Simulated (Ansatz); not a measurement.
# C2H8N2O2W: ionisation energy by level of theory

An exercise on one series of results from a longer session: the logs are not shown, and one member is left open.

Program: Ansatz 0.2.0, Gaussian basis. Level of theory: unrestricted cation, the program's frozen cores in correlated methods. These are calculated values, not measurements.

Levels to be run: UKS PBE-D4/def2-TZVPP; UKS r2SCAN-D4/def2-TZVPP; UKS PBE0-D4/def2-TZVPP; UKS B3LYP-D4/def2-TZVPP; UKS wB97X-V/def2-TZVPP; UKS wB97M-V/def2-TZVPP; UKS B2PLYP/def2-TZVPP; UHF-CCSD(T)/def2-TZVPP; UHF-MP2/def2-QZVPP; extrapolation to the limit; then −ε(HOMO) from the neutral's earlier runs with LDA (SPW92), PBE-D4, revPBE-D4, BLYP-D4, r2SCAN-D4, B97M-V, PBE0-D4, B3LYP-D4, r2SCANh-D4, r2SCAN0-D4, HSE06-D4, BHLYP-D4, CAM-B3LYP-D4, LC-ωPBE, ωB97X-V, ωB97M-V.

### Structure used throughout

An earlier PBE0-D4 in a triple-zeta def2 set relaxation fixed the geometry. W takes the def2 core potential; no spin-orbit term is included.

15 atoms, charge 0, spin multiplicity 1.

Atoms are counted from 1 here; the program's logs count them from 0.

Bond lengths: C1–O2 1.402 Å, C1–H8 1.094 Å, C1–H9 1.094 Å, C1–H10 1.094 Å, O2–W3 1.883 Å, W3–N4 1.754 Å, W3–N5 1.754 Å, W3–O6 1.883 Å, N4–H11 1.007 Å, N5–H12 1.007 Å, O6–C7 1.402 Å, C7–H13 1.094 Å, C7–H14 1.094 Å, C7–H15 1.094 Å. Angles: O2–C1–H8 109.0°, O2–C1–H9 111.4°, O2–C1–H10 109.8°, H8–C1–H9 109.0°, H8–C1–H10 108.6°, H9–C1–H10 109.0°, C1–O2–W3 135.7°, O2–W3–N4 108.1°, O2–W3–N5 109.1°, O2–W3–O6 110.7°, N4–W3–N5 111.8°, N4–W3–O6 109.1°, N5–W3–O6 108.1°, W3–N4–H11 157.4°, W3–N5–H12 157.3°, W3–O6–C7 135.6°, O6–C7–H13 111.4°, O6–C7–H14 109.8° and more.

Set-up of the first run:

The input, in.yaml:

```yaml
crystal:
  periodic: [false, false, false]
  atoms:
    - {symbol: C, position_ang: [1.856358, -1.199011, 1.869298]}
    - {symbol: O, position_ang: [1.181770, -0.194981, 1.159865]}
    - {symbol: W, position_ang: [0.144247, -0.117967, -0.409340]}
    - {symbol: N, position_ang: [0.031070, -1.739721, -1.067574]}
    - {symbol: N, position_ang: [0.895639, 0.993201, -1.539502]}
    - {symbol: O, position_ang: [-1.588327, 0.515003, -0.031313]}
    - {symbol: C, position_ang: [-2.366009, 1.610026, -0.435153]}
    - {symbol: H, position_ang: [1.628696, -1.097339, 2.934223]}
    - {symbol: H, position_ang: [1.554598, -2.195787, 1.533238]}
    - {symbol: H, position_ang: [2.936331, -1.087889, 1.731461]}
    - {symbol: H, position_ang: [0.100874, -2.469440, -1.757319]}
    - {symbol: H, position_ang: [1.370483, 1.285536, -2.377485]}
    - {symbol: H, position_ang: [-1.759701, 2.360655, -0.951316]}
    - {symbol: H, position_ang: [-3.161623, 1.271289, -1.105871]}
    - {symbol: H, position_ang: [-2.824405, 2.066414, 0.446788]}
basis:
  gaussian: {orbitals: def2-TZVPP}
total_charge: 1
magnetization: {spin_polarized: true, initial_magnetization: 1}
hamiltonian: {xc: pbe, dispersion: d4}
```

On the command line:

```sh
> ansatz run in.yaml --threads 2 --pin off --events-out ev --progress --plain --max-ram 20480MiB --backend cuda --devices 0, --max-vram 18GiB
```

Among the steps run: Cation, UKS PBE-D4/def2-TZVPP; Cation, UKS r2SCAN-D4/def2-TZVPP; Cation, UKS PBE0-D4/def2-TZVPP; Cation, UKS B3LYP-D4/def2-TZVPP; Cation, UKS wB97X-V/def2-TZVPP; Cation, UKS wB97M-V/def2-TZVPP; Cation, UKS B2PLYP (frozen core)/def2-TZVPP; Cation, UHF-CCSD(T)/def2-TZVPP; Cation, UHF-MP2/def2-QZVPP.

One of the session's tables, all rows but one given; the rest of the session is left out.

It belongs to the step «Ionisation energies side by side». For comparison, −ε(HOMO) of the neutral from earlier runs:

| functional | −ε(HOMO) (eV) |
| --- | --- |
| LDA (SPW92) | 6.02 |
| PBE-D4 | 5.83 |
| revPBE-D4 | 5.76 |
| BLYP-D4 | 5.70 |
| r2SCAN-D4 | 6.12 |
| B97M-V | 6.19 |
| PBE0-D4 | 7.19 |
| B3LYP-D4 | 6.95 |
| r2SCANh-D4 | 6.62 |
| r2SCAN0-D4 | 7.39 |
| HSE06-D4 | ? |
| BHLYP-D4 | 8.44 |
| CAM-B3LYP-D4 | 8.53 |
| LC-ωPBE | 9.85 |
| ωB97X-V | 9.52 |
| ωB97M-V | 9.45 |

Q: Estimate the row for HSE06-D4 from the others.

The run gave: −ε(HOMO) (eV): 6.79. In the column «−ε(HOMO) (eV)» it lies between r2SCANh-D4 (6.62) and B3LYP-D4 (6.95).
